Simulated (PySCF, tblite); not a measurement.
# C11H10: geometry, infrared bands, NMR shifts, spin-spin couplings and electronic excitations

Wanted: the infrared bands, NMR shifts, spin-spin couplings and electronic excitations of C11H10 (`C1=C[C@H]2C[C@@H]1c1ccccc12`), by calculation.

The runs use tblite 0.8.0 and PySCF 2.14.0, with density-fitted response routines of our own; the level of theory stands in each step. All values are computed, except where a source is named. Atoms are numbered from 0 throughout.

### 1 The starting structure

21 atoms, charge 0, multiplicity 1; geometry from: force field or distance geometry start.

Bonds of the start (Å): C0–C1 1.36, C1–C2 1.49, C2–C3 1.52, C3–C4 1.53, C4–C5 1.50, C5–C6 1.38, C6–C7 1.40, C7–C8 1.38, C8–C9 1.39, C9–C10 1.38, C4–C0 1.48, C10–C5 1.39, C10–C2 1.48, C0–H11 1.09, C1–H12 1.08, C2–H13 1.09, C3–H14 1.11, C3–H15 1.11, C4–H16 1.05, C6–H17 1.09, C7–H18 1.08, C8–H19 1.08, C9–H20 1.09.

### 2 Relaxing the molecule with GFN2-xTB

What the job is given:

```
{"job": {"kind": "relax", "xc": "GFN2-xTB", "basis": "xTB"}, "charge": 0, "multiplicity": 1}
C     -1.752200    -1.265400    -0.344500
C     -1.779900    -0.389100    -1.379600
C     -1.086200     0.817200    -0.844400
C     -1.711500     0.843700     0.543200
C     -1.254300    -0.582600     0.869100
C      0.213000    -0.376900     0.627800
C      1.347700    -0.867600     1.244800
C      2.582100    -0.441000     0.749500
C      2.655400     0.424400    -0.318900
C      1.520300     0.924600    -0.938100
C      0.304500     0.500800    -0.443100
H     -2.069200    -2.310600    -0.354800
H     -2.206900    -0.566200    -2.356100
H     -1.221900     1.724700    -1.423600
H     -1.214300     1.611700     1.169000
H     -2.816200     0.931000     0.546100
H     -1.523200    -0.951600     1.817100
H      1.310700    -1.559800     2.082700
H      3.498200    -0.798400     1.197400
H      3.631100     0.731000    -0.670000
H      1.563800     1.617000    -1.773800
```

The run is started by

```sh
$ OMP_NUM_THREADS=2 python probes_run.py task.json out
```

This one command runs all jobs of the session in turn.

**Question.** This job is followed by: GFN2-xTB harmonic vibrations, gas phase; PBE0-D3(BJ)/def2-SVP geometry optimisation, gas phase; GIAO PBE0/pcSseg-1 NMR shielding, non-relativistic, gas phase; B3LYP/pcJ-1 indirect spin-spin coupling, non-relativistic, gas phase; TDDFT B3LYP/def2-SVPD, vertical, gas phase, core orbitals frozen in the response; GIAO HF/pcSseg-2 NMR shielding, non-relativistic, gas phase. What will the session give for the following? strongest single infrared mode (GFN2-xTB); zero-point energy (GFN2-xTB); point group; rotational constants (main isotopes); 13C shifts against TMS (PBE0/pcSseg-1, means over atoms taken as alike); 1H shifts against TMS (PBE0/pcSseg-1, means over atoms taken as alike); largest coupling of the table (B3LYP/pcJ-1); lowest singlet (B3LYP/def2-SVPD); brightest single state of those computed; lowest triplet; range of the shift of C5 (with its like atoms).

**Answer**, as computed:

| quantity | value |
| --- | --- |
| strongest single infrared mode (GFN2-xTB) | 3082 cm⁻¹, 99 km/mol |
| zero-point energy (GFN2-xTB) | 108.2 kcal/mol |
| point group | Cs |
| rotational constants (main isotopes) | 2.52, 1.04, 0.89 GHz |
| 13C shifts against TMS (PBE0/pcSseg-1, means over atoms taken as alike) | 157.9, 154.3, 130.0, 127.2, 74.9, 54.1 ppm |
| 1H shifts against TMS (PBE0/pcSseg-1, means over atoms taken as alike) | 7.37, 7.07, 7.05, 3.59, 2.23, 2.10 ppm |
| largest coupling of the table (B3LYP/pcJ-1) | 1J(C,H) C0–H11, 183.2 Hz (mean over like pairs) |
| lowest singlet (B3LYP/def2-SVPD) | 4.87 eV (255 nm), f = 0.000 |
| brightest single state of those computed | state 4, 5.77 eV, f = 0.128 |
| lowest triplet | 3.66 eV |
| range of the shift of C5 (with its like atoms) | 157.9 to 165.3 ppm |

**Reading.** Over 43 steps the energy fell by 0.291 eV; of the close pairs, C0–C4 changed most, 1.479 to 1.519 Å (GFN2-xTB). All 57 modes are real, so the xTB geometry is a minimum. The strongest single mode, at 3082 cm⁻¹, is carried by H20, H17, H19, H18. Unscaled tight-binding wavenumbers are off by several per cent, some by more. Its intensities can rank the bands wrongly. The start of the PBE0/def2-SVP relaxation was shaken at random by about 0.01 Å, so part of the energy gained, and of the first lengths quoted, undoes that. Over 5 steps the energy fell by 0.207 eV; of the close pairs, C0–H11 changed most, 1.053 to 1.091 Å (PBE0/def2-SVP). At PBE0/pcSseg-1: The widest tensor belongs to C0, C1: span 252 ppm, with a paramagnetic part of -223 ppm. NICS(1)zz of -26 ppm above the planar ring from C5 marks a diatropic (aromatic) ring current. Couplings across rotatable bonds belong to this one conformer; where others are populated, the observed values are averages. The lowest singlet, at 4.87 eV, is HOMO→LUMO 0.96 and is dark; of the 10 states computed, the strongest absorption comes from state 4 at 5.77 eV. The lowest triplet lies 1.21 eV below the lowest singlet (triplets in Tamm-Dancoff, singlets in full TDDFT). In ppm, C5 (with its like atoms) moves most: its shift spreads over 7.4 ppm, from 157.9 (PBE0/pcSseg-1) to 165.3 (HF/pcSseg-2). Most of that comes from the computed reference, not from the atom's own shielding. The conformer search found further structures of the same energy, which may be mirror or relabelled copies of this one.
